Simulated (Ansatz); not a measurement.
# Ge: the cost of one run

Computed with Ansatz 0.2.0 (DFT PBEsol, scalar-relativistic, unless a step's input says otherwise).

**1. Starting point**

It takes space group P6_3/mmc (No. 194, hexagonal). Conventional cell: a = 3.998 Å, b = 3.998 Å, c = 6.599 Å, α = 90.00°, β = 90.00°, γ = 120.00°. Ge (site symmetry 3m) has 4 Ge at 2.45 to 2.47 Å as nearest neighbours.

Coordinates:

```
Ge
1.0
     3.99759    0.00000    0.00000
    -1.99879    3.46201    0.00000
     0.00000    0.00000    6.59938
Ge
4
Direct
  0.66667 0.33333 0.06290
  0.33333 0.66667 0.56290
  0.66667 0.33333 0.43710
  0.33333 0.66667 0.93710
```

The cell is one relaxed in the Materials Project, used as it stands.

Atoms are numbered in the order of the input: Ge1, Ge2, Ge3, Ge4.

**2. Volume × 0.94, LAPW**

File input.yaml:

```yaml
crystal:
  lattice:
    - [3.9159795603, 0.0, 0.0]
    - [-1.9579897802, 3.39133778, 0.0]
    - [0.0, 0.0, 6.464658966]
  atoms:
    - { symbol: Ge, position: [0.6666666667, 0.3333333333, 0.06290125] }
    - { symbol: Ge, position: [0.3333333333, 0.6666666667, 0.56290125] }
    - { symbol: Ge, position: [0.6666666667, 0.3333333333, 0.43709875] }
    - { symbol: Ge, position: [0.3333333333, 0.6666666667, 0.93709875] }
kpoints:
  mp_grid: { grid: [11, 11, 6] }
  band_path:
    path:
      - [0.0, 0.0, 0.0]
      - [0.5, 0.0, 0.0]
      - [0.3333333333, 0.3333333333, 0.0]
      - [0.0, 0.0, 0.0]
      - [0.0, 0.0, 0.5]
      - [0.5, 0.0, 0.5]
      - [0.3333333333, 0.3333333333, 0.5]
      - [0.0, 0.0, 0.5]
      - [0.5, 0.0, 0.5]
    npoints: 5
scf:
  occupations: { method: fermi_dirac, width: 0.05 }
hamiltonian:
  xc: pbesol
  pseudopotentials: { kind: all_electron, lapw: { basis_error: 0.001 } }
output:
  forces: true
  stress: true
  eigenvalues: true
```

Started as:

```bash
$ ansatz run input.yaml --threads 1 --pin off --max-ram 6144MiB --backend cpu --events-out ev --progress --plain --runs-dir out
```

**Question.** How long does this run take on 1 thread of Arm Neoverse V2, shared host, and how much memory does it need?

About 100 s, with a peak of 0.67 GiB.
